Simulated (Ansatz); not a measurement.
## F2H4Si2, SMILES F[SiH](F)[SiH3]: harmonic frequencies at the relaxed geometry

Run with Ansatz 0.2.0 through its Python package.

Script `freq_f2h4si2.py`:
```python
import logging
import sys

import ansatz as az
import numpy as np

logging.basicConfig(stream=sys.stdout, format="%(name)s: %(message)s")
log = logging.getLogger("run")
log.setLevel(logging.INFO)

f2h4si2 = (
    az.Crystal.molecule()
    .atom("F", (1.0272, -1.096, 1.7819))
    .atom("Si", (1.0385, -0.3549, 0.3252))
    .atom("F", (1.6103, -1.4076, -0.7364))
    .atom("Si", (-0.9807, 0.3678, -0.3383))
    .atom("H", (1.9789, 0.7963, 0.3914))
    .atom("H", (-1.6168, 1.367, 0.6228))
    .atom("H", (-0.9788, 1.024, -1.6645))
    .atom("H", (-1.9865, -0.7536, -0.4379))
)

model = (
    f2h4si2.calculation()
    .basis(gaussian="cc-pVDZ")
    .functional("B3LYP", dispersion="d3bj")
)
symbols = [site.symbol for site in f2h4si2.cartesian_sites]
start = np.array([site.position_ang for site in f2h4si2.cartesian_sites], dtype=float)
report = model.relax(force_tolerance=0.003).run(threads=1).report
end = np.array(report["positions_ang"])

log.info("bond        before    after (A)")
for i, j in [(0, 1), (1, 2), (1, 3), (1, 4), (3, 5), (3, 6), (3, 7)]:
    d0, d1 = (np.linalg.norm(xyz[i] - xyz[j]) for xyz in (start, end))
    print(f"{symbols[i]}{i}-{symbols[j]}{j}".ljust(10), f"{d0:8.4f} {d1:8.4f}")
for i, j, k in [(0, 1, 2), (0, 1, 3), (0, 1, 4), (2, 1, 3), (2, 1, 4), (3, 1, 4), (1, 3, 5), (1, 3, 6)]:
    u, v = end[i] - end[j], end[k] - end[j]
    log.info(f"angle {symbols[i]}{i}-{symbols[j]}{j}-{symbols[k]}{k}: {np.degrees(np.arccos(np.clip(u @ v / np.linalg.norm(u) / np.linalg.norm(v), -1, 1))):.2f} deg")

minimum = az.Crystal.molecule()
for symbol, xyz in zip(symbols, end):
    minimum = minimum.atom(symbol, xyz.tolist())
vibrating = (
    minimum.calculation()
    .basis(gaussian="cc-pVDZ")
    .functional("B3LYP", dispersion="d3bj")
    .phonons(temperatures=(100, 500, 100))
)
vib = vibrating.run(threads=1).report["vibrations"]
sums = vib["harmonic_sums"]
modes = [m["omega_inv_cm"] for m in sums["modes_at_gamma"] if m["rigid_motion"] == "no"]
for number, w in enumerate(modes, start=1):
    log.info(f"mode {number:2d} {w:9.1f} 1/cm {w / 8065.544 * 1000:8.2f} meV")
print("imaginary modes:", sum(w < 0 for w in modes), " zero-point energy:", round(sums["zero_point_energy_ev"], 4), "eV")
log.info("T (K)   F_vib (eV)   S_vib (meV/K)   C_vib (meV/K)")
for row in zip(sums["temperatures_k"], sums["vibrational_free_energy_ev"], vib["entropy_ev_per_k"], vib["heat_capacity_ev_per_k"]):
    log.info(f"{row[0]:6.1f} {row[1]:11.4f} {1000 * row[2]:13.4f} {1000 * row[3]:15.4f}")
```

Running `python freq_f2h4si2.py` prints:
```text
run: bond        before    after (A)
F0-Si1       1.6344   1.6466
Si1-F2       1.6007   1.6466
Si1-Si3      2.2449   2.3477
Si1-H4       1.4880   1.4898
Si3-H5       1.5254   1.4950
Si3-H6       1.4797   1.4950
Si3-H7       1.5097   1.4937
run: angle F0-Si1-F2: 106.69 deg
run: angle F0-Si1-Si3: 108.93 deg
run: angle F0-Si1-H4: 107.14 deg
run: angle F2-Si1-Si3: 108.91 deg
run: angle F2-Si1-H4: 107.14 deg
run: angle Si3-Si1-H4: 117.52 deg
run: angle Si1-Si3-H5: 109.18 deg
run: angle Si1-Si3-H6: 109.15 deg
run: mode  1      95.6 1/cm    11.85 meV
run: mode  2     134.0 1/cm    16.61 meV
run: mode  3     190.1 1/cm    23.57 meV
run: mode  4     291.7 1/cm    36.17 meV
run: mode  5     413.4 1/cm    51.26 meV
run: mode  6     511.1 1/cm    63.37 meV
run: mode  7     536.7 1/cm    66.54 meV
run: mode  8     801.3 1/cm    99.35 meV
run: mode  9     806.4 1/cm    99.97 meV
run: mode 10     824.3 1/cm   102.19 meV
run: mode 11     900.4 1/cm   111.64 meV
run: mode 12     913.0 1/cm   113.20 meV
run: mode 13     935.9 1/cm   116.03 meV
run: mode 14     940.5 1/cm   116.60 meV
run: mode 15    2198.5 1/cm   272.58 meV
run: mode 16    2213.5 1/cm   274.44 meV
run: mode 17    2218.8 1/cm   275.09 meV
run: mode 18    2228.4 1/cm   276.29 meV
imaginary modes: 0  zero-point energy: 1.0634 eV
run: T (K)   F_vib (eV)   S_vib (meV/K)   C_vib (meV/K)
run:  100.0      1.0588        0.1384          0.2226
run:  200.0      1.0338        0.3613          0.4455
run:  300.0      0.9865        0.5830          0.6563
run:  400.0      0.9175        0.7955          0.8213
run:  500.0      0.8280        0.9927          0.9449
```

The frequencies are harmonic and unscaled, in a modest basis. The result belongs to the one conformer reached from this start, and soft torsions count as harmonic oscillators. b3lyp holds the VWN-RPA fit, as in Gaussian; the form of ORCA and Turbomole is b3lyp5. It ran for 2.3 min on 1 thread of Arm Neoverse V1, with other jobs on the host, peak memory 0.25 GiB.

(Lines on the test bed's own set-up are left out of the output.)
